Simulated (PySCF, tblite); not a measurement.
# CH₈N₂SSi₂: geometry, infrared bands and NMR shifts

Wanted: the infrared bands and NMR shifts of CH₈N₂SSi₂ (`CS[SiH]1N[SiH2]N1`), by calculation.

Computed with tblite 0.8.0 and PySCF 2.14.0, with density-fitted response routines of our own, on a single molecule in the gas phase. Atoms count from 0, in the outputs and in this text.

### 1 Starting geometry

14 atoms, charge 0, multiplicity 1; geometry from: force field or distance geometry start.

Bonds of the start (Å): C0–S1 1.81, S1–Si2 2.11, Si2–N3 1.78, N3–Si4 1.79, Si4–N5 1.79, N5–Si2 1.80, C0–H6 1.12, C0–H7 1.11, C0–H8 1.11, Si2–H9 1.46, N3–H10 1.05, Si4–H11 1.47, Si4–H12 1.45, N5–H13 1.03.

### 2 Optimising the geometry with GFN2-xTB

What the job is given:

```
{"job": {"kind": "relax", "xc": "GFN2-xTB", "basis": "xTB"}, "charge": 0, "multiplicity": 1}
C      2.812600     0.168600     0.137800
S      1.704900     0.646300     1.493100
Si    -0.289900     0.036400     1.196300
N     -0.625100    -1.055400    -0.173200
Si    -2.149600    -0.130000    -0.373900
N     -1.232500     1.265600     0.280400
H      2.244900    -0.483500    -0.577600
H      3.133400     1.043000    -0.472200
H      3.677000    -0.373700     0.583100
H     -0.937900    -0.409600     2.429400
H     -0.815200    -2.056100     0.070000
H     -3.173700    -0.580600     0.572200
H     -2.570200    -0.002500    -1.757900
H     -1.779400     1.931100     0.850400
```

Started as:

```bash
$ OMP_NUM_THREADS=1 python probes_run.py task.json out
```

One launch serves the whole session: the jobs run in the order shown.

**Question.** This job is followed by: GFN2-xTB harmonic vibrations, gas phase; GIAO PBE0/pcSseg-1 NMR shielding, non-relativistic, gas phase. Predict these results of the whole session: strongest single infrared mode (GFN2-xTB); zero-point energy (GFN2-xTB); 13C shifts against TMS (PBE0/pcSseg-1); 1H shifts against TMS (PBE0/pcSseg-1, means over atoms taken as alike); 33S shifts against CS2 (PBE0/pcSseg-1); 29Si shifts against TMS (PBE0/pcSseg-1); 15N shifts against NH3 (PBE0/pcSseg-1, means over atoms taken as alike).

As calculated:

| quantity | value |
| --- | --- |
| strongest single infrared mode (GFN2-xTB) | 2267 cm⁻¹, 471 km/mol |
| zero-point energy (GFN2-xTB) | 59.1 kcal/mol |
| 13C shifts against TMS (PBE0/pcSseg-1) | 10.5 ppm |
| 1H shifts against TMS (PBE0/pcSseg-1, means over atoms taken as alike) | 5.96, 5.67, 5.58, 2.32, -0.14 ppm |
| 33S shifts against CS2 (PBE0/pcSseg-1) | -105 ppm |
| 29Si shifts against TMS (PBE0/pcSseg-1) | -1.2, -27.2 ppm |
| 15N shifts against NH3 (PBE0/pcSseg-1, means over atoms taken as alike) | 23.6 ppm |

The optimisation took 159 steps and gained 0.857 eV; among the close pairs (by a distance rule), Si2–Si4 changed most, from 2.440 to 2.596 Å. No mode is imaginary among the 36: a minimum at this level. The strongest single mode, at 2267 cm⁻¹, moves mainly H12 and H11. GFN2-xTB is a fitted tight-binding method: band positions and strengths are rough. Its intensities can rank the bands wrongly. At PBE0/pcSseg-1: The largest span, 221 ppm, is at S1, where the paramagnetic term is -449 ppm.
